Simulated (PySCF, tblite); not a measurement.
# C₄H₉PSi: geometry, infrared bands and NMR shifts

What infrared bands and NMR shifts should C₄H₉PSi (`C=C[C@@H]1P[C@@H]1[SiH3]`) show?

Computed with tblite 0.8.0 and PySCF 2.14.0, with density-fitted response routines of our own, on a single molecule in the gas phase. Atoms count from 0, in the outputs and in this text.

### 1 The molecule as given

15 atoms, charge 0, multiplicity 1; geometry from: force field or distance geometry start.

Bonds of the start (Å): C0–C1 1.33, C1–C2 1.46, C2–P3 1.84, P3–C4 1.83, C4–Si5 1.86, C4–C2 1.49, C0–H6 1.09, C0–H7 1.09, C1–H8 1.10, C2–H9 1.09, P3–H10 1.43, C4–H11 1.09, Si5–H12 1.49, Si5–H13 1.49, Si5–H14 1.49.

### 2 Optimising the geometry with GFN2-xTB

Job settings and geometry (Å):

```
{"job": {"kind": "relax", "xc": "GFN2-xTB", "basis": "xTB"}, "charge": 0, "multiplicity": 1}
C     -2.025100     0.321600     0.906500
C     -1.370800    -0.581100     0.175300
C     -0.584100    -0.305600    -1.024800
P      0.731300    -1.512000    -1.481000
C      0.793200     0.251100    -1.010200
Si     1.732900     0.709400     0.522500
H     -2.598400     0.034600     1.782700
H     -2.026300     1.380100     0.639700
H     -1.429100    -1.627400     0.510500
H     -1.217600    -0.035200    -1.875600
H      0.916100    -2.093500    -0.191100
H      1.039500     0.912000    -1.837200
H      1.554400    -0.294400     1.615100
H      3.192400     0.804700     0.219400
H      1.287300     2.043900     1.026200
```

The run is started by

```console
> OMP_NUM_THREADS=1 python probes_run.py task.json out
```

One launch serves the whole session: the jobs run in the order shown.

**Question.** This job is followed by: GFN2-xTB harmonic vibrations, gas phase; GIAO PBE0/pcSseg-1 NMR shielding, non-relativistic, gas phase. What will the session give for the following? strongest single infrared mode (GFN2-xTB); zero-point energy (GFN2-xTB); ¹³C shifts against TMS (PBE0/pcSseg-1); ¹H shifts against TMS (PBE0/pcSseg-1, means over atoms taken as alike); ³¹P shifts against H3PO4 (PBE0/pcSseg-1); ²⁹Si shifts against TMS (PBE0/pcSseg-1).

**Answer**, as computed:

| quantity | value |
| --- | --- |
| strongest single infrared mode (GFN2-xTB) | 2245 cm⁻¹, 362 km/mol |
| zero-point energy (GFN2-xTB) | 67.9 kcal/mol |
| ¹³C shifts against TMS (PBE0/pcSseg-1) | 149.3, 120.5, 31.1, 5.7 ppm |
| ¹H shifts against TMS (PBE0/pcSseg-1, means over atoms taken as alike) | 5.74, 5.52, 5.35, 4.22, 2.48, 0.47, -0.17 ppm |
| ³¹P shifts against H3PO4 (PBE0/pcSseg-1) | -240.4 ppm |
| ²⁹Si shifts against TMS (PBE0/pcSseg-1) | -58.8 ppm |

The optimisation took 110 steps and gained 0.325 eV; among the close pairs (by a distance rule), C4–Si5 changed most, from 1.855 to 1.893 Å. All 39 modes are real, so the xTB geometry is a minimum. The strongest single mode, at 2245 cm⁻¹, moves mainly H12. GFN2-xTB is a fitted tight-binding method: band positions and strengths are rough. Its intensities can rank the bands wrongly. C1 (alkene CH) lies farthest downfield among carbon, at 149.3 ppm; as expected for a trigonal carbon in a double bond. At PBE0/pcSseg-1: The widest tensor belongs to P3: span 536 ppm, with a paramagnetic part of -407 ppm.
